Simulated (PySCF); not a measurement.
# The bond of AlCd+, level by level

Aim: find the lowest electronic state of AlCd+, scan its bond at several levels of theory, and get bond length, wavenumber and dissociation energy from each curve.

Computed with PySCF 2.14.0. Level: Al def2-SVPD, Cd def2-SVPD with ECP28, scalar-relativistic core potentials.

### Step 1. Set-up

The job is set up so:

```json
{
  "atoms": "Al, Cd",
  "charge": "1",
  "basis": "Al def2-SVPD, Cd def2-SVPD with ECP28",
  "Hamiltonian": "scalar-relativistic core potentials",
  "basis functions": "58",
  "electrons treated": "32",
  "masses in u": "26.9815, 113.9034",
  "levels": "PBE0, PBE, r²SCAN, BP86, M06-L, PBEsol, ωB97X, HF, MP2, SCS-MP2, CCSD, CCSD(T)",
  "grid": "80 radial by 434 angular points",
  "occupations": "held fixed by the projection of orbital angular momentum",
  "dissociation limit": "Al+ + Cd, each in its ground configuration",
  "starting distance in angstrom": "2.695",
  "values of 2S to try": "0, 2"
}
```

The run is started by

```bash
$ OMP_NUM_THREADS=1 python dia.py task.json out
```

After this run come: The PBE0 curve of the state that the search chose; Excited determinants; PBE; r²SCAN (meta-GGA); BP86; M06-L (meta-GGA); PBEsol; ωB97X; RHF; Adding correlation.

**Question.** What will these runs give? Wanted: for each run, Re; ωe; De; μ.

The runs gave:

Lowest PBE0 solution found, without spin–orbit coupling: ¹Σ⁺ (singlet), closed shell. The other levels ran on it alone.

```tsv
level	Re (Å)	ωe (cm⁻¹)	De (eV)	μ (D)
RHF	3.279	112.0	0.471	-6.46
RHF-MP2	3.071	132.8	0.59	n/a
RHF-SCS-MP2	3.105	127.6	0.55	n/a
RHF-CCSD	3.093	130.2	0.55	n/a
RHF-CCSD(T)	3.067	134.8	0.59	n/a
PBE	3.030	143.3	0.83	-5.99
PBEsol	2.976	151.6	0.89	-5.84
BP86	3.038	140.0	0.76	-6.14
r²SCAN	2.998	149.3	0.83	-5.65
M06-L	3.047	138.3	0.79	-6.02
PBE0	3.038	145.9	0.80	-5.77
ωB97X	3.090	135.7	0.64	-6.32
```

De is counted to Al+ + Cd in their ground configurations. A positive dipole points from Al to Cd; in an ion it is taken about the centre of mass and does not tell which atom is negative.

What this shows: The methods spread over 0.302 Å in bond length, from PBEsol to RHF. CCSD(T) can't serve as the judge here: for a weak bond in this basis it is far from its limit. Of the levels with a De here, RHF gives the least (0.471 eV) and PBEsol the most (0.89 eV).

Correlated steps freeze 5 core orbitals. Spin–orbit coupling is left out.
